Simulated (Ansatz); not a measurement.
# H6InO3P: the cost of one run

Method: the settings change from run to run; program: Ansatz 0.2.0, Gaussian basis.

### 1 The geometry

An earlier PBE0-D4 in a triple-zeta def2 set relaxation fixed the geometry. In takes a core potential in def2 sets; no spin-orbit term is included.

SMILES `[OH][In-]([OH])([OH])[PH3+]`, 11 atoms, charge 0, spin multiplicity 1.

Atoms are counted from 1 here; the program's logs count them from 0.

Bond lengths: O1–In2 1.996 Å, O1–H6 0.960 Å, In2–O3 1.996 Å, In2–O4 1.996 Å, In2–P5 2.771 Å, O3–H7 0.960 Å, O4–H8 0.960 Å, P5–H9 1.410 Å, P5–H10 1.409 Å, P5–H11 1.409 Å. Angles: In2–O1–H6 111.8°, O1–In2–O3 118.9°, O1–In2–O4 118.8°, O1–In2–P5 96.3°, O3–In2–O4 118.8°, O3–In2–P5 96.3°, O4–In2–P5 96.2°, In2–O3–H7 111.7°, In2–O4–H8 111.8°, In2–P5–H9 119.0°, In2–P5–H10 119.0°, In2–P5–H11 119.0°, H9–P5–H10 98.5°, H9–P5–H11 98.5°, H10–P5–H11 98.5°.

### 2 MP2/def2-SVPD

Set apart from the defaults: relativity set to none.

Contents of in.yaml:

```yaml
crystal:
  periodic: [false, false, false]
  atoms:
    - {symbol: O, position_ang: [-1.743838, 0.499346, 1.439252]}
    - {symbol: In, position_ang: [-0.110609, -0.486014, 0.852794]}
    - {symbol: O, position_ang: [1.653652, 0.021584, 1.635777]}
    - {symbol: O, position_ang: [-0.317747, -2.300714, 0.048633]}
    - {symbol: P, position_ang: [0.216978, 0.868684, -1.541937]}
    - {symbol: H, position_ang: [-1.561357, 1.082819, 2.179383]}
    - {symbol: H, position_ang: [2.252622, -0.727487, 1.677932]}
    - {symbol: H, position_ang: [-1.217824, -2.625228, 0.126375]}
    - {symbol: H, position_ang: [0.503020, 2.248574, -1.512132]}
    - {symbol: H, position_ang: [1.240121, 0.463872, -2.422584]}
    - {symbol: H, position_ang: [-0.849719, 0.897666, -2.462795]}
basis:
  gaussian: {orbitals: def2-SVPD}
hamiltonian: {xc: {name: HF}, pseudopotentials: {relativity: none}}
correlation: {method: mp2}
output: {forces: true}
```

Run with:

```console
$ ansatz run in.yaml --threads 4 --pin off --events-out ev --progress --plain --max-ram 11315MiB
```

**Question.** How long does this run take on 4 threads of Arm Neoverse V2, shared host, and how much memory does it need?

About 6 s, with a peak of 0.62 GiB.
